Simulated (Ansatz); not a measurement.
What does this script print? It uses Ansatz 0.2.0, Python API.

`br3hsi.xyz`
```text
5

Br    1.20100   -1.27430    1.36740
Si   -0.11600    0.05710    0.07920
Br    1.11820    1.59860   -0.89850
Br   -1.00260   -1.16560   -1.48260
H    -1.15080    0.71050    0.89310
```

`tae.py`:
```python
from collections import Counter
from dataclasses import dataclass

import ansatz as az


@dataclass
class Options:
    basis: str = 'cc-pVDZ'
    functional: str = 'r2scan0'


cfg = Options()


def single_point(molecule, charge=0, unpaired=0):
    calc = molecule.calculation().basis(gaussian=cfg.basis).functional(cfg.functional)
    if charge:
        calc = calc.charge(charge)
    if unpaired:
        calc = calc.spin('collinear', total=unpaired)
    return calc.run(threads=1, pin='off').report['free_energy_ev']


def main() -> None:
    system = az.Crystal.molecule_from_extxyz('br3hsi.xyz')

    unpaired = {'Br': 1, 'Si': 2, 'H': 1}
    counts = Counter(site.symbol for site in system.cartesian_sites)
    atom_energy = {s: single_point(az.Crystal.molecule().atom(s, (0, 0, 0)), 0, unpaired[s]) for s in counts}
    whole = single_point(system, 0, 0)
    for s, e in atom_energy.items():
        print(f'{s:2s} x{counts[s]}  {e:14.5f} eV')
    print(f'Br3HSi: {whole:.5f} eV')
    split = sum(counts[s] * e for s, e in atom_energy.items()) - whole
    print(f'atomisation energy (no zero-point term): {split:.3f} eV, {split / sum(counts.values()):.3f} eV an atom')


if __name__ == '__main__':
    main()
```

```console
$ python tae.py
Br x3    -70043.94799 eV
Si x1     -7873.29488 eV
H  x1       -13.58463 eV
Br3HSi: -218032.31522 eV
atomisation energy (no zero-point term): 13.592 eV, 2.718 eV an atom
```

13.592 eV from the electronic energies, without the zero-point term.

Total energies depend on the basis set; only differences at equal settings carry meaning. The geometry is a force-field or estimated start, not a minimum of this method, and the basis set is short of its limit. All parts are taken at fixed geometry, without zero-point energy. For Al to Cl the sets with a tight d function, cc-pV(X+d)Z, are usual. The spin-orbit lowering of heavy atoms is left out. Timing: 13 s on 1 thread of Arm Neoverse V2 (shared host), peak memory 0.39 GiB.
